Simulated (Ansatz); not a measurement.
# C3H8Ge: how energies converge with the basis set

An exercise on one series of results from a longer session: the logs are not shown, and one member is left open.

Computed with Ansatz 0.2.0, Gaussian basis. Level: one geometry, several basis sets.

The runs, in order: PBE0-D4/def2-SVP; ωB97M-V/def2-SVP; PBE0-D4/def2-QZVPP; ωB97M-V/def2-QZVPP; the functionals' def2-TZVPP values are taken from earlier runs.

## The relaxed structure

An earlier PBE0-D4 in a triple-zeta def2 set relaxation fixed the geometry.

SMILES `C[CH](C)[GeH]`, 12 atoms, charge 0, spin multiplicity 1.

Atoms are counted from 1 here; the program's logs count them from 0.

Bond lengths: C1–C2 1.519 Å, C1–H5 1.094 Å, C1–H6 1.094 Å, C1–H7 1.097 Å, C2–C3 1.528 Å, C2–Ge4 2.004 Å, C2–H8 1.096 Å, C3–H9 1.096 Å, C3–H10 1.094 Å, C3–H11 1.096 Å, Ge4–H12 1.602 Å. Angles: C2–C1–H5 112.4°, C2–C1–H6 110.8°, C2–C1–H7 111.1°, H5–C1–H6 107.6°, H5–C1–H7 107.0°, H6–C1–H7 107.7°, C1–C2–C3 111.7°, C1–C2–Ge4 114.5°, C1–C2–H8 109.5°, C3–C2–Ge4 104.8°, C3–C2–H8 108.6°, Ge4–C2–H8 107.4°, C2–C3–H9 110.8°, C2–C3–H10 111.1°, C2–C3–H11 112.9°, H9–C3–H10 107.3°, H9–C3–H11 106.6°, H10–C3–H11 107.8° and more.

The first run:

The input, in.yaml:

```yaml
crystal:
  periodic: [false, false, false]
  atoms:
    - {symbol: C, position_ang: [-0.644840, 0.948397, -0.674256]}
    - {symbol: C, position_ang: [0.234437, -0.275578, -0.481699]}
    - {symbol: C, position_ang: [1.019294, -0.207259, 0.826977]}
    - {symbol: Ge, position_ang: [-0.765210, -2.010192, -0.390848]}
    - {symbol: H, position_ang: [-1.218499, 0.906903, -1.604922]}
    - {symbol: H, position_ang: [-1.357593, 1.048993, 0.149454]}
    - {symbol: H, position_ang: [-0.044048, 1.865781, -0.708202]}
    - {symbol: H, position_ang: [0.944652, -0.350537, -1.312591]}
    - {symbol: H, position_ang: [1.694788, 0.656325, 0.831986]}
    - {symbol: H, position_ang: [0.347083, -0.100224, 1.684037]}
    - {symbol: H, position_ang: [1.642698, -1.092866, 0.997514]}
    - {symbol: H, position_ang: [-1.775962, -1.445043, 0.716449]}
basis:
  gaussian: {orbitals: def2-SVP}
hamiltonian: {xc: pbe0, dispersion: d4}
output: {orbitals: {seedname: orbitals}}
```

Command:

```console
> ansatz run in.yaml --threads 4 --pin off --events-out ev --progress --plain --max-ram 10444MiB
```

Steps of the session up to this table: PBE0-D4 in def2-SVP; ωB97M-V in def2-SVP; PBE0-D4 in def2-QZVPP; ωB97M-V in def2-QZVPP.

One of the session's tables, all rows but one given; the rest of the session is left out.

It belongs to the step «Functionals by basis». 

| functional | basis | HOMO (eV) | LUMO (eV) |
| --- | --- | --- | --- |
| PBE0-D4 | def2-SVP | -6.14 | -2.50 |
| PBE0-D4 | def2-TZVPP | -6.16 | -2.50 |
| PBE0-D4 | def2-QZVPP | -6.19 | -2.56 |
| ωB97M-V | def2-SVP | ? | ? |
| ωB97M-V | def2-TZVPP | -8.26 | -0.55 |
| ωB97M-V | def2-QZVPP | -8.29 | -0.67 |

Q: Estimate the row for ωB97M-V, def2-SVP from the others.

The run gave: HOMO (eV): -8.23; LUMO (eV): -0.51. In the column «HOMO (eV)» it lies between ωB97M-V, def2-TZVPP (-8.26) and PBE0-D4, def2-QZVPP (-6.19).
